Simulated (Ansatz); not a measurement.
# La2TaO5: the cost of one run

Program: Ansatz 0.2.0. Level of theory: DFT PBE, scalar-relativistic, plane waves, PAW, unless a step names another level. These are calculated values, not measurements.

6 further runs of the same task are left out: 6 set aside as unsound or not needed.

**1. What the formula suggests**

Pauling electronegativities: La 1.10, Ta 1.50, O 3.44 (spread 2.34). The formula balances with common oxidation states: Ta +4, La +3, O -2. Tabulated atomic sizes suggest about 15 Å³/atom. 16 candidates were drawn, by swapping species into database cells of other compounds, at random by space group and Wyckoff sites, or by hand, as the table says:

```
name                                                          made from  space group no.               Wyckoff sites  atoms (primitive cell)  V (Å³/atom)
 c01                                                             random              191      La 2c; Ta 1a; O 4h, 1b                       8         16.7
 c02                                                             random              183  La 2b; Ta 1a; O 3c, 1a, 1a                       8         16.1
 c03                                                             random              164  La 2c; Ta 1b; O 2d, 2d, 1a                       8         15.4
 c04                                                             random              191  La 2e; Ta 1a; O 2d, 1b, 2c                       8         18.9
 c05                                                             random              123      La 2g; Ta 1d; O 4j, 1c                       8         18.2
 c06                                                             random              139      La 4d; Ta 2b; O 8h, 2a                       8         17.7
 c07                                                             random              187      La 2g; Ta 1a; O 2h, 3k                       8         15.8
 c08           built by hand: La4Re2O10 (fluorite-derived, M2O8 dimers)               87     La 8h; Ta 4e; O 16i, 4d                      16         14.8
 c09                                          database cell of Tb2Mg5Ag              166  La 6c; Ta 3a; O 6c, 6c, 3b                       8         18.3
 c10                                                             random              139      La 4c; Ta 2a; O 8f, 2b                       8         15.7
 c11             built by hand: K2NiF4 with ordered interstitial oxygen              119  La 4e; Ta 2a; O 4f, 4e, 2d                       8         14.8
 c12                                                             random              139      La 4d; Ta 2a; O 8h, 2b                       8         15.5
 c13                                           database cell of Cs2MnF5              123      La 2e; Ta 1a; O 4j, 1b                       8         15.2
 c14  built by hand: oxygen-deficient Aurivillius (ordered Bi2VO5-like)               71  La 4i; Ta 2a; O 4j, 4i, 2d                       8         14.8
 c15                                                             random              191      La 2e; Ta 1b; O 3f, 2d                       8         15.5
 c16                            built by hand: pseudobrookite (Al2TiO5)               63  La 8f; Ta 4c; O 8f, 8f, 4c                      16         14.8
```

**2. Screening run of c08**

File input.yaml:

```yaml
crystal:
  lattice:
    - [-4.46, 4.46, 2.98]
    - [4.46, -4.46, 2.98]
    - [4.46, 4.46, -2.98]
  atoms:
    - { symbol: La, position: [0.4, 0.2, 0.6] }
    - { symbol: La, position: [0.6, 0.8, 0.4] }
    - { symbol: La, position: [0.2, 0.6, 0.8] }
    - { symbol: La, position: [0.8, 0.4, 0.2] }
    - { symbol: Ta, position: [0.2, 0.2, 0.0] }
    - { symbol: Ta, position: [0.8, 0.8, 0.0] }
    - { symbol: O, position: [0.35, 0.05, 0.9] }
    - { symbol: O, position: [0.15, 0.45, 0.1] }
    - { symbol: O, position: [0.05, 0.15, 0.7] }
    - { symbol: O, position: [0.45, 0.35, 0.3] }
    - { symbol: O, position: [0.85, 0.55, 0.9] }
    - { symbol: O, position: [0.65, 0.95, 0.1] }
    - { symbol: O, position: [0.55, 0.65, 0.7] }
    - { symbol: O, position: [0.95, 0.85, 0.3] }
    - { symbol: O, position: [0.25, 0.75, 0.5] }
    - { symbol: O, position: [0.75, 0.25, 0.5] }
basis:
  ecutwfc: 420
kpoints:
  mp_grid: { grid: [3, 3, 3] }
hamiltonian:
  xc: pbe
scf:
  occupations: { method: gaussian, width: 0.15 }
  lower_state_search: "off"
output:
  forces: true
  stress: true
  eigenvalues: true
relax:
  adjacent_minimum: "off"
  f_tol: 0.08
  max_steps: 16
  cell: { stress_tol: 0.8 }
```

On the command line:

```sh
$ ansatz run input.yaml --threads 1 --pin off --max-ram 2560MiB --backend cpu --events-out ev --progress --plain --runs-dir out
```

**Question.** How long does this run take on 1 thread of Intel Xeon Platinum 8259CL at 2.50GHz (Skylake/Cascade Lake), shared host, and how much memory does it need?

About 1.8 min, with a peak of 0.61 GiB.
